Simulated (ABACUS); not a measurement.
Crystal: HPbNO4.

```
CELL_PARAMETERS angstrom
3.85707 0.00178 -0.03658
0.17353 4.33436 -0.01647
0.75803 0.83873 5.87662
ATOMIC_POSITIONS crystal
H 0.61511 0.89559 0.19844
Pb 0.64597 0.44651 0.91685
N 0.71474 0.23810 0.50058
O 0.16958 0.47007 0.77768
O 0.62919 0.97045 0.49845
O 0.56424 0.92583 0.03849
O 0.78022 0.42250 0.31951
```

The cell was built by a generator and needn't be a form met in nature.

Base run:

| Quantity | Value |
| --- | --- |
| Program | ABACUS 3.10.1 |
| Functional | PBE |
| Potentials or basis | PseudoDojo NC SR 0.4.1 PBE standard |
| Cutoff | 1143 eV |
| Density cutoff | 4572 eV |
| Basis | plane waves |
| k mesh | 7 × 6 × 5 |
| Occupations | fermi-dirac, width 0.05 eV |
| Spin | no spin polarisation |

Its results: band gap on the k mesh 0.35 eV, indirect (least direct gap 0.57 eV); pressure 0.3 GPa; largest force 0.196 eV/Å.

Problem. The run is repeated on the same cell with these changes: cutoff from 1143 eV to 1361 eV; density cutoff from 4572 eV to 5442 eV; basis from plane waves to DZP LCAO (the cutoffs set its grid). What comes out?

Solution. Band gap on the k mesh 0.33 eV, indirect (least direct gap 0.57 eV); pressure 4.7 GPa; largest force 1.914 eV/Å.

Caveats: spin-orbit coupling is left out, which as a rule narrows the gap of such compounds by several tenths of an eV; an odd mesh through Γ misses points on the zone boundary, where band edges often lie; there are fewer bands than atomic start orbitals, so a level may be missed at k points of high symmetry (some runs); the atomic orbitals were generated for these runs and aren't a published set (some runs); the basis of atomic orbitals isn't converged, which shifts pressures, moduli and gaps (some runs); forces of over 1 eV/Å show positions far from the minimum, so gaps and moduli don't describe the material at rest (some runs).

Not every run made on this cell is shown here.
